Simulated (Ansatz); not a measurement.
**CH₄ClO₂Sc: basis-set convergence**

An exercise on one series of results from a longer session: the logs are not shown, and one member is left open.

Program: Ansatz 0.2.0, Gaussian basis. Level of theory: one geometry, several basis sets. These are calculated values, not measurements.

Plan: PBE0-D4/def2-SVP; ωB97M-V/def2-SVP; PBE0-D4/def2-QZVPP; ωB97M-V/def2-QZVPP; the functionals' def2-TZVPP values are taken from earlier runs.

### The relaxed structure

The geometry comes from an earlier relaxation with PBE0-D4 in a triple-zeta def2 set; it is a stationary point, not always the lowest conformer.

SMILES `C[O][Sc]([OH])[Cl]`, 9 atoms, charge 0, spin multiplicity 1.

Atoms are counted from 1 here; the program's logs count them from 0.

Bond lengths: C1–O2 1.388 Å, C1–H6 1.096 Å, C1–H7 1.096 Å, C1–H8 1.096 Å, O2–Sc3 1.842 Å, Sc3–O4 1.852 Å, Sc3–Cl5 2.329 Å, O4–H9 0.953 Å. Angles: O2–C1–H6 110.7°, O2–C1–H7 111.0°, O2–C1–H8 110.7°, H6–C1–H7 108.3°, H6–C1–H8 108.0°, H7–C1–H8 108.0°, C1–O2–Sc3 176.5°, O2–Sc3–O4 119.7°, O2–Sc3–Cl5 119.1°, O4–Sc3–Cl5 121.2°, Sc3–O4–H9 171.9°.

Set-up of the first run:

in.yaml

```yaml
crystal:
  periodic: [false, false, false]
  atoms:
    - {symbol: C, position_ang: [1.008378, 1.195998, 0.964298]}
    - {symbol: O, position_ang: [0.226208, 0.460846, 0.084158]}
    - {symbol: Sc, position_ang: [-0.797109, -0.602729, -1.017363]}
    - {symbol: O, position_ang: [-1.220711, -2.328018, -0.493420]}
    - {symbol: Cl, position_ang: [-1.524972, 0.250618, -3.058926]}
    - {symbol: H, position_ang: [1.662191, 1.885519, 0.418668]}
    - {symbol: H, position_ang: [1.635591, 0.537608, 1.576338]}
    - {symbol: H, position_ang: [0.379198, 1.788387, 1.638269]}
    - {symbol: H, position_ang: [-1.368764, -3.188240, -0.112013]}
basis:
  gaussian: {orbitals: def2-SVP}
hamiltonian: {xc: pbe0, dispersion: d4}
output: {orbitals: {seedname: orbitals}}
```

The run is started by

```
> ansatz run in.yaml --threads 4 --pin off --events-out ev --progress --plain --max-ram 10444MiB
```

Steps of the session up to this table: PBE0-D4 in def2-SVP; ωB97M-V in def2-SVP; PBE0-D4 in def2-QZVPP; ωB97M-V in def2-QZVPP.

One table of the session follows, with a row left open; its other results are not shown here.

It belongs to the step «Functionals by basis». 

| functional | basis | HOMO (eV) | LUMO (eV) |
| --- | --- | --- | --- |
| PBE0-D4 | def2-SVP | -7.81 | -1.71 |
| PBE0-D4 | def2-TZVPP | -8.10 | -1.93 |
| PBE0-D4 | def2-QZVPP | -8.12 | -1.93 |
| ωB97M-V | def2-SVP | -10.07 | -0.13 |
| ωB97M-V | def2-TZVPP | -10.43 | -0.37 |
| ωB97M-V | def2-QZVPP | ? | ? |

Q: Estimate the row for ωB97M-V, def2-QZVPP from the others.

**Answer.** HOMO (eV): -10.45; LUMO (eV): -0.42. In the column «HOMO (eV)» it is the lowest.
